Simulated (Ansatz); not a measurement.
# CH2GeN (SMILES N#[C][GeH2]) at UBHLYP/def2-SVPD

Aim: the electronic atomisation energy of CH2GeN at UBHLYP/def2-SVPD, from 5 runs. 

The calculation is run with Ansatz 0.2.0.

57 further runs of the same task are left out: 57 set aside as unsound or not needed.

**1. The system as given**

CH2GeN has 5 atoms, charge 0, and is taken as a doublet. SMILES: `N#[C][GeH2]`. Geometry: relaxed at PBE0-D4/def2-TZVP.

Bond lengths: N1–C2 1.154 Å, C2–Ge3 1.912 Å, Ge3–H4 1.534 Å, Ge3–H5 1.534 Å. Angles: N1–C2–Ge3 175.5°, C2–Ge3–H4 108.2°, C2–Ge3–H5 108.2°, H4–Ge3–H5 114.7°.

**2. A single-point energy at UBHLYP/def2-SVPD**

molecule.yaml

```yaml
crystal:
  periodic: [false, false, false]
  atoms:
    - {symbol: "N", position_ang: [1.590700, -1.029300, 1.293200]}
    - {symbol: C, position_ang: [0.838400, -0.535900, 0.570400]}
    - {symbol: Ge, position_ang: [-0.315900, 0.241400, -0.740100]}
    - {symbol: H, position_ang: [-1.658900, -0.498000, -0.695900]}
    - {symbol: H, position_ang: [-0.404300, 1.748400, -0.468900]}
basis:
  gaussian: {orbitals: def2-SVPD}
accuracy: high
magnetization: {spin_polarized: true, initial_magnetization: 1}
hamiltonian: {xc: {name: BHLYP}}
output: {orbitals: {seedname: orbitals}}
```

Run with:

```
$ ansatz run molecule.yaml --threads 1 --pin off --max-ram 3480MiB --events-out events.jsonl --progress --plain --runs-dir runs
```

Log:

```text
Warning: RAYON_NUM_THREADS=1 ignored (pool sized by the plan → 1); use --threads N
Functional definition: BHLYP
  name "BHLYP"
  parameter a = 0.5
  exchange = (1 - a)*b88_x + a*exact_x
  correlation = lyp_c
1836 factors; integrals over basis functions are off by at most 4.0e-9 eV
mean field evaluation 1: about -59060.9323 eV, gradient 2.7e1 eV
mean field evaluation 2: about -59056.8058 eV, gradient 4.0e1 eV
mean field evaluation 4: about -59064.7366 eV, gradient 2.6e0 eV
mean field evaluation 8: about -59064.8163 eV, gradient 1.9e-1 eV
mean field evaluation 16: about -59064.8167 eV, gradient 1.3e-3 eV
mean field evaluation 32: about -59064.8167 eV, gradient 3.6e-8 eV
mean field -59064.81669741 eV, -2170.5919780592 hartree, gradient 3.6e-8 eV, S^2 0.755912; 0 other end points of the search recorded, 0 dependent functions left out
reference -59064.81672350 eV, -2170.5919790180 hartree; 24, 23 occupied and 70, 71 virtual orbitals, 1836 factors
Total energy: -59064.81672350 eV, -2170.5919790180 hartree
```

It took 13 s on 1 thread of Arm Neoverse V2, shared host; peak memory 0.41 GiB.

**3. The C atom at the same level**

job.yaml

```yaml
crystal:
  periodic: [false, false, false]
  atoms:
    - symbol: C
      position_ang: [0.000000, 0.000000, 0.000000]
basis:
  gaussian: {orbitals: def2-SVPD}
magnetization: {spin_polarized: true, initial_magnetization: 2}
hamiltonian: {xc: {name: BHLYP}}
accuracy: high
```

Run the same way, it converges to -37.80276 Eh (log not shown).

**4. The Ge atom at the same level**

input.yaml

```yaml
crystal:
  periodic: [false, false, false]
  atoms:
    - {symbol: Ge, position_ang: [0.000000, 0.000000, 0.000000]}
basis:
  gaussian: {orbitals: def2-SVPD}
accuracy: high
magnetization: {spin_polarized: true, initial_magnetization: 2}
hamiltonian: {xc: {name: BHLYP}}
```

Run the same way, it converges to -2076.64333 Eh (log not shown).

**5. The H atom, same level**

job.yaml

```yaml
crystal:
  periodic: [false, false, false]
  atoms:
    - {symbol: H, position_ang: [0.000000, 0.000000, 0.000000]}
basis:
  gaussian: {orbitals: def2-SVPD}
magnetization: {spin_polarized: true, initial_magnetization: 1}
hamiltonian: {xc: {name: BHLYP}}
accuracy: high
```

Run the same way, it converges to -0.49784 Eh (log not shown).

**6. The N atom**

molecule.yaml

```yaml
crystal:
  periodic: [false, false, false]
  atoms:
    - {symbol: N, position_ang: [0.000000, 0.000000, 0.000000]}
basis:
  gaussian:
    orbitals: def2-SVPD
magnetization:
  spin_polarized: true
  initial_magnetization: 3
hamiltonian:
  xc: {name: BHLYP}
accuracy: high
```

Run the same way, it converges to -54.52585 Eh (log not shown).

**7. Results**

At UBHLYP/def2-SVPD:

```
                                    quantity           value
                      molecule: total energy  -2170.59198 Eh
molecule: HOMO energy (highest over α and β)        -8.11 eV
 molecule: LUMO energy (lowest over α and β)        -2.97 eV
                              molecule: ⟨S²⟩           0.756
                        C atom: total energy    -37.80276 Eh
                                C atom: ⟨S²⟩           2.005
                       Ge atom: total energy  -2076.64333 Eh
                               Ge atom: ⟨S²⟩           2.004
                        H atom: total energy     -0.49784 Eh
                                H atom: ⟨S²⟩           0.750
                        N atom: total energy    -54.52585 Eh
                                N atom: ⟨S²⟩           3.755
               electronic atomisation energy       16.990 eV
```

**Reading.** Taking the molecule apart into free atoms costs 16.99 eV (1639 kJ/mol), before zero-point energy and without spin-orbit coupling.
